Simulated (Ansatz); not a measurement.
# MoH+ (quintet): the correlation ladder at distance Mo1–H2 = 1.871 Å, def2-TZVP

An exercise on one series of results from a longer session: the logs are not shown, and one member is left open.

Program: Ansatz 0.2.0, Gaussian basis. Level of theory: def2-TZVP, core rule «outside noble gas», up to 4 orbitals frozen. These are calculated values, not measurements.

The runs, in order: UHF; CCSD(T) on ROHF; CCSD(T) on UHF; CISD; CCSDT(Q) on ROHF; CCSDT(Q) on UHF; CASSCF and MRCISD+Q, 6 electrons in 6 orbitals; CASSCF and NEVPT2, 6 electrons in 6 orbitals; Full CI.

29 further runs of the same task are left out: 18 for a known fault of the program, 11 that didn't finish.

### What is computed

The geometry derives from a PBE0/def2-TZVP stationary point (not a proven minimum). One bond is set to the value named and the two fragments are kept rigid. No spin-orbit coupling is included. Elements past krypton take def2 core potentials.

2 atoms, charge 1, spin multiplicity 5.

Atoms are counted from 1 here; the program's logs count them from 0.

Bond lengths: Mo1–H2 1.871 Å.

The first run:

The input, in.yaml:

```yaml
crystal:
  periodic: [false, false, false]
  atoms:
    - {symbol: Mo, position_ang: [0.000000, 0.000000, 0.000000]}
    - {symbol: H, position_ang: [0.000000, 0.000000, 1.871000]}
basis:
  gaussian: {orbitals: def2-TZVP}
total_charge: 1
magnetization: {spin_polarized: true, initial_magnetization: 4}
hamiltonian: {xc: hf}
output: {orbitals: {seedname: orbitals}}
```

Run with:

```console
$ ansatz run in.yaml --threads 1 --pin off --events-out ev --progress --plain --max-ram 2393MiB
```

Among the steps run: UHF; CCSD(T) on ROHF; CCSD(T) on UHF; CISD; CCSDT(Q) on ROHF; CCSDT(Q) on UHF; CASSCF and MRCISD+Q, 6 electrons in 6 orbitals; CASSCF and NEVPT2, 6 electrons in 6 orbitals; Full CI.

One table of the session follows, with a row left open; its other results are not shown here.

```
       method  from FCI (kJ/mol)
         ROHF             +254.6
         RMP2              +61.8
         CISD              +15.7
        RCCSD               +7.8
     RCCSD(T)               +1.9
       RCCSDT               +0.1
    RCCSDT(Q)                0.0
  CASSCF pair             +176.4
  NEVPT2 pair              +46.7
  MRCISD pair                  ?
MRCISD+Q pair               -0.6
          FCI                  0
```

**Question.** Estimate the row for MRCISD pair.

**Answer.** from FCI (kJ/mol): +4.8. In the column «from FCI (kJ/mol)» it lies between RCCSD(T) (+1.9) and RCCSD (+7.8).

Among the levels timed on like hardware and quicker than the yardstick, those that no quicker one beats, quickest first: NEVPT2 pair (1.5 s, +46.7 kJ/mol); MRCISD+Q pair (2 s, -0.6 kJ/mol); RCCSDT(Q) (15 s, 0.0 kJ/mol).

Left out of the table: UHF, UMP2, UCCSD, UCCSD(T), UCCSDT, UCCSDT(Q) (another determinant or state than the rows shown).

Limits of these values: The yardstick is full CI for this spin, exact in this basis with these frozen cores. MRCISD+Q pair falls below full CI: the +Q correction isn't variational, and the cores differ from full CI's. Of the multireference levels listed MRCISD+Q pair comes nearest in total energy (-0.6 kJ/mol), which doesn't show that its space is the better one.
